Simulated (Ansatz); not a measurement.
# AlFH5NSi: the cost of one run

Program: Ansatz 0.2.0. Level of theory: RKS r2SCAN-D4/STO-3G. These are calculated values, not measurements.

1 further run of the same task is left out (it didn't finish).

### 1 The system as given

Bond lengths: F1–Si2 1.613 Å, Si2–N3 1.739 Å, N3–Al4 1.799 Å, Si2–H5 1.452 Å, Si2–H6 1.455 Å, N3–H7 1.017 Å, Al4–H8 1.542 Å, Al4–H9 1.540 Å. Angles: F1–Si2–N3 109.0°, F1–Si2–H5 105.3°, F1–Si2–H6 104.2°, N3–Si2–H5 108.8°, N3–Si2–H6 110.4°, H5–Si2–H6 118.6°, Si2–N3–Al4 133.2°, Si2–N3–H7 110.6°, Al4–N3–H7 116.0°, N3–Al4–H8 121.3°, N3–Al4–H9 120.7°, H8–Al4–H9 118.0°.

Coordinates:

```xyz
9

F    -2.3206   -0.3195    0.8107
Si   -1.3421    0.5008   -0.1740
N     0.2953    0.3359    0.3869
Al    1.6596   -0.7349   -0.0924
H    -1.4633   -0.1512   -1.4653
H    -1.7847    1.8815   -0.0476
H     0.4536    0.9206    1.2034
H     2.2973   -1.7172    0.9113
H     2.2049   -0.7160   -1.5329
```

### 2 End point A

File input.yaml:

```yaml
crystal:
  periodic: [false, false, false]
  atoms:
    - { symbol: F, position_ang: [-2.32064, -0.31954, 0.81067] }
    - { symbol: Si, position_ang: [-1.34208, 0.50082, -0.17404] }
    - { symbol: "N", position_ang: [0.29529, 0.33588, 0.38688] }
    - { symbol: Al, position_ang: [1.65959, -0.73488, -0.09239] }
    - { symbol: H, position_ang: [-1.46329, -0.1512, -1.46527] }
    - { symbol: H, position_ang: [-1.78467, 1.88152, -0.04765] }
    - { symbol: H, position_ang: [0.45364, 0.92063, 1.20339] }
    - { symbol: H, position_ang: [2.29728, -1.7172, 0.91128] }
    - { symbol: H, position_ang: [2.20489, -0.71603, -1.53287] }
basis:
  gaussian: { orbitals: STO-3G }
hamiltonian:
  xc: r2scan
  dispersion: d4
relax:
  f_tol: 0.02
  max_steps: 50
```

Launch:

```
$ ansatz run input.yaml --threads 1 --pin off --max-ram 2048MiB --backend cpu --events-out ev --progress --plain --runs-dir out
```

Q: Estimate wall time and peak memory on 1 thread of Arm Neoverse V2, shared host.

About 33 s, with a peak of 0.16 GiB.
